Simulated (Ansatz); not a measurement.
# WN₃ (doublet): from a generated start to a stationary point

Aim: relax a generated start of WN₃ (doublet) and see which bonds hold.

The runs use Ansatz 0.2.0, Gaussian basis; UKS PBE0/def2-TZVP.

**1. Where the work starts**

4 atoms, charge 0, spin multiplicity 2.

Atoms are counted from 1 here; the program's logs count them from 0.

Bond lengths: W1–N2 1.847 Å, W1–N3 1.847 Å, W1–N4 1.847 Å. Angles: N2–W1–N3 110.1°, N2–W1–N4 110.1°, N3–W1–N4 110.1°.

The start was built by rule and, where that kept it together, relaxed with GFN2-xTB. Sticks and bond lists go by distance. No spin-orbit coupling is included. Elements past krypton take def2 core potentials.

**2. The run**

Input file in.yaml:

```yaml
crystal:
  periodic: [false, false, false]
  atoms:
    - {symbol: W, position_ang: [0.000210, -0.000051, -0.110967]}
    - {symbol: N, position_ang: [1.746857, 0.011834, 0.488790]}
    - {symbol: N, position_ang: [-0.884862, 1.508040, 0.483116]}
    - {symbol: N, position_ang: [-0.864755, -1.519204, 0.484546]}
basis:
  gaussian: {orbitals: def2-TZVP}
magnetization: {spin_polarized: true, initial_magnetization: 1}
hamiltonian: {xc: pbe0}
relax: {f_tol: 0.004, max_steps: 80}
```

Command:

```console
$ ansatz run in.yaml --threads 1 --pin off --events-out ev --progress --plain --max-ram 2176MiB
```

What does the calculation give? Wanted: energy gained; shift from the start; total energy; dipole moment; ⟨S²⟩.

As calculated:

| quantity | value |
| --- | --- |
| steps | 7 |
| energy gained | 0.688 eV |
| shift from the start (rms) | 0.200 Å |
| total energy | -6286.4128 eV |
| dipole moment | 5.46 D |
| ⟨S²⟩ | 1.811 |

In words: The bonds of the start are those of the end. W1–N3 went from 1.847 to 1.743 Å. The determinant is spin-contaminated (excess 1.06). No vibrations were run, so this is a stationary point, not a proven minimum, and this spin need not be the ground state's.
